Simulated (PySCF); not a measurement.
# BHBr (SMILES [BH]Br): ROCCSD(T)/STO-3G

What is the vertical doublet–quartet gap of BHBr at ROCCSD(T)/STO-3G? Input form: a Python script.

Program for the calculation: PySCF 2.14.0.

19 further runs of the same task are left out: 8 that didn't finish, 11 set aside as unsound or not needed.

### 1 The molecule

BHBr has 3 atoms, charge 0, and is taken as a doublet. SMILES: `[BH]Br`. The shape is that of a PBE0-D4/def2-TZVP optimisation.

Bond lengths: B1–Br2 1.868 Å, B1–H3 1.193 Å. Angles: Br2–B1–H3 123.6°.

### 2 The energy at ROCCSD(T)/STO-3G

input.py reads:

```python
# [BH]Br
from pyscf import gto, cc

mol = gto.Mole()
mol.atom = '''
B       -0.094500      -0.523000      -0.115700
Br       1.181000       0.563200       0.709800
H       -1.097400      -0.105000      -0.607300
'''
mol.basis = 'sto-3g'
mol.max_memory = 1860
mol.verbose = 3
mol.spin = 1
mol.build()

myscf = mol.ROHF()
myscf.conv_tol = 1e-10
myscf.kernel()
if not myscf.converged:
    myscf = myscf.newton().run(myscf.mo_coeff, myscf.mo_occ)

mycc = cc.CCSD(myscf, frozen=10)
mycc.kernel()
e_t = mycc.ccsd_t()
e_final = mycc.e_tot + e_t
print('E = %.10f Eh' % e_final)
```

On the command line:

```
$ OMP_NUM_THREADS=1 python input.py
```

Standard output:

```text
converged SCF energy = -2569.56118654157

WARN: RCCSD method does not support ROHF method. ROHF object is converted to UHF object and UCCSD method is called.

E(UCCSD) = -2569.607952428439  E_corr = -0.04676588687343302
UCCSD(T) correction = -0.00174935443615443
E = -2569.6097017829 Eh
```

Wall time 0.89 s (1 thread of Arm Neoverse V1, shared host); peak memory 0.12 GiB.

### 3 The quartet

input.py reads:

```python
from pyscf import gto, scf, cc

mol = gto.M(
    atom='''
B       -0.094500      -0.523000      -0.115700
Br       1.181000       0.563200       0.709800
H       -1.097400      -0.105000      -0.607300
''',
    max_memory=1860,
    basis='sto-3g',
    spin=3,
    charge=0,
    verbose=4,
)

mf = scf.ROHF(mol)
mf.conv_tol = 1e-10
mf.kernel()
if not mf.converged:
    mf = mf.newton().run(mf.mo_coeff, mf.mo_occ)

mycc = cc.CCSD(mf, frozen=10)
mycc.kernel()
e_t = mycc.ccsd_t()
energy = mycc.e_tot + e_t
print('E = %.10f Eh' % energy)
```

On the command line:

```
$ OMP_NUM_THREADS=1 python input.py
```

Standard output:

```text
PySCF version 2.14.0

[INPUT] num. atoms = 3
[INPUT] num. electrons = 41
[INPUT] charge = 0
[INPUT] spin (= nelec alpha-beta = 2S) = 3
[INPUT] symmetry False subgroup None
[INPUT] Mole.unit = angstrom
[INPUT] Symbol           X                Y                Z      unit          X                Y                Z       unit  Magmom
[INPUT]  1 B     -0.094500000000  -0.523000000000  -0.115700000000 AA   -0.178579118771  -0.988326763148  -0.218641312612 Bohr   0.0
[INPUT]  2 Br     1.181000000000   0.563200000000   0.709800000000 AA    2.231766553111   1.064293753355   1.341327603216 Bohr   0.0
[INPUT]  3 H     -1.097400000000  -0.105000000000  -0.607300000000 AA   -2.073785449098  -0.198421243079  -1.147630675448 Bohr   0.0

nuclear repulsion = 58.6237283812187
number of shells = 12
number of NR pGTOs = 72
number of NR cGTOs = 24
basis = sto-3g
ecp = {}

[... 47 lines left out ...]
converged SCF energy = -2569.36017850316
[... 1 line left out ...]
WARN: RCCSD method does not support ROHF method. ROHF object is converted to UHF object and UCCSD method is called.
[... 12 lines left out ...]
Init t2, MP2 energy = -0.0185999545521417
[... 17 lines left out ...]
UCCSD converged
[... 2 lines left out ...]
E = -2569.3917692088 Eh
```

Wall time 0.95 s (1 thread of Arm Neoverse V1, shared host); peak memory 0.12 GiB.

### 4 What came out

Level: ROCCSD(T)/STO-3G, 10 core orbitals frozen.

| quantity | value |
| --- | --- |
| doublet: total energy | -2569.60970 Eh |
| doublet: dipole moment (Hartree–Fock density) | 0.94 D |
| doublet: correlation energy (10 core orbitals frozen) | -48.5 mEh |
| doublet: (T) correction | -1.75 mEh |
| doublet: ⟨S²⟩ of the reference determinant | 0.750 |
| doublet: T1 diagnostic | 0.015 |
| quartet: total energy | -2569.39177 Eh |
| quartet: dipole moment (Hartree–Fock density) | 3.80 D |
| quartet: correlation energy (10 core orbitals frozen) | -31.6 mEh |
| quartet: (T) correction | -0.32 mEh |
| quartet: ⟨S²⟩ of the reference determinant | 3.750 |
| quartet: T1 diagnostic | 0.017 |
| vertical energy of the quartet above the doublet | 5.930 eV |

At this shape the quartet lies 5.93 eV (137 kcal/mol) above the doublet. In a minimal basis such a difference can be off by several eV, whatever the method. The triples (doublet) make up 3.6 % of the correlation energy. The triples (quartet) make up 1.0 % of the correlation energy.
